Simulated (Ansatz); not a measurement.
# CH6BFO: the cost of one run

All numbers below are computed with Ansatz 0.2.0 (RKS revPBE-D4/6-31G*).

## 1. The system as given

Bond lengths: B1–O2 1.760 Å, O2–H3 1.010 Å, B1–C4 1.600 Å, C4–H5 1.110 Å, C4–H6 1.110 Å, C4–H7 1.110 Å, B1–F8 1.320 Å. Angles: B1–O2–H3 109.5°, O2–B1–C4 120.0°, O2–B1–F8 120.0°, C4–B1–F8 120.0°, B1–C4–H5 109.5°, B1–C4–H6 109.5°, B1–C4–H7 109.5°, H5–C4–H6 109.4°, H5–C4–H7 109.4°, H6–C4–H7 109.4°.

As a file:

```xyz
10

B     0.0000    0.0000    0.0000
O     0.0000    0.0000    1.7600
H    -0.9095   -0.2814    2.0971
C     1.3856    0.0000   -0.8000
H     1.7152   -1.0462   -0.9702
H     1.2491    0.5080   -1.7774
H     2.1552    0.5381   -0.2082
F    -1.1431    0.0000   -0.6600
H     0.0668    1.4124    0.4698
H     0.0544    1.1498    1.3187
```

## 2. A restrained relaxation towards end A

Springs on the bonds that form and break draw the guess towards this end; the thresholds are loose.

File input.yaml:

```yaml
crystal:
  periodic: [false, false, false]
  atoms:
    - { symbol: B, position_ang: [0.0, 0.0, 0.0] }
    - { symbol: O, position_ang: [0.0, 0.0, 1.76] }
    - { symbol: H, position_ang: [-0.9095, -0.2814, 2.0971] }
    - { symbol: C, position_ang: [1.3856, 0.0, -0.8] }
    - { symbol: H, position_ang: [1.7152, -1.0462, -0.9702] }
    - { symbol: H, position_ang: [1.2491, 0.508, -1.7774] }
    - { symbol: H, position_ang: [2.1552, 0.5381, -0.2082] }
    - { symbol: F, position_ang: [-1.1431, 0.0, -0.66] }
    - { symbol: H, position_ang: [0.0668, 1.4124, 0.4698] }
    - { symbol: H, position_ang: [0.0544, 1.1498, 1.3187] }
basis:
  gaussian: { orbitals: "6-31G*" }
hamiltonian:
  xc: revpbe
  dispersion: d4
relax:
  f_tol: 0.15
  max_steps: 25
  restrain:
    - { distance: [0, 8], at: 2.39, k: 30.0 }
    - { distance: [9, 1], at: 2.21, k: 30.0 }
    - { distance: [0, 1], at: 1.41, k: 30.0 }
    - { distance: [9, 8], at: 0.66, k: 30.0 }
```

Command:

```console
> ansatz run input.yaml --threads 1 --pin off --max-ram 2048MiB --backend cpu --events-out ev --progress --plain --runs-dir out
```

What time and memory should one allow on 1 thread of Arm Neoverse V1, shared host?

About 27 s, with a peak of 0.15 GiB.
